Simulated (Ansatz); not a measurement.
## CH5GaN, SMILES [CH3][Ga][NH2]: a ladder of basis sets, step by step

Program: Ansatz 0.2.0, Python API.

At the Python prompt:
```pycon
>>> import ansatz as az
>>> mol = (
...     az.Crystal.molecule()
...     .atom("C", (0.48158, 0.40685, -1.37416))
...     .atom("Ga", (-1.08047, -0.45801, -0.13837))
...     .atom("N", (-0.50477, -0.61559, 1.67108))
...     .atom("H", (0.91527, 1.2347, -0.81636))
...     .atom("H", (0.08646, 0.75957, -2.32428))
...     .atom("H", (1.23761, -0.35706, -1.54476))
...     .atom("H", (-0.15921, 0.20827, 2.1545))
...     .atom("H", (-0.97647, -1.17874, 2.37233))
... )
>>> calc = mol.calculation()
>>> calc = calc.functional("b3lyp")
>>> calc = calc.spin("collinear", total=1)
>>> energies = {}
>>> for basis in ["cc-pVDZ", "cc-pVTZ"]:
...     report = calc.basis(gaussian=basis).run().report
...     size = report["n_frozen"] + report["n_occupied"][0] + report["n_virtual"][0]
...     energies[basis] = (report["reference_energy_ev"] / 27.211386246, report["free_energy_ev"] / 27.211386246)
...     print(f"{basis:14s} {size:4d} orbitals  reference {energies[basis][0]:14.6f} Ha  total {energies[basis][1]:14.6f} Ha")
...
cc-pVDZ          80 orbitals  reference   -2020.716393 Ha  total   -2020.716393 Ha
cc-pVTZ         173 orbitals  reference   -2020.829828 Ha  total   -2020.829828 Ha
>>> last = energies["cc-pVTZ"][1]
>>> for basis, (_, total) in energies.items():
...     print(f"{basis:14s} lies {27.211386 * (total - last):9.4f} eV above cc-pVTZ")
...
cc-pVDZ        lies    3.0867 eV above cc-pVTZ
cc-pVTZ        lies    0.0000 eV above cc-pVTZ
```

Against cc-pVDZ: cc-pVTZ -113.4 mHa. The last step alone is -113.44 mHa. From the first set to the last the time grows from 4.5 to 9.1 s.

Notes:
- These settings explore the input space; basis and method may be short of convergence.
- The geometry is a force-field or estimated start, not a minimum of this method, and the last set is no limit. Much of the fall in a total is atomic energy, which cancels in bond and reaction energies.
- The run takes the species as open-shell (spin multiplicity 2), which needn't be its ground state.
- b3lyp holds the VWN-RPA fit, as in Gaussian; the form of ORCA and Turbomole is b3lyp5.
- Wall time of the script: 14 s on 1 thread of Arm Neoverse V1, with other jobs on the host, peak memory 0.47 GiB.
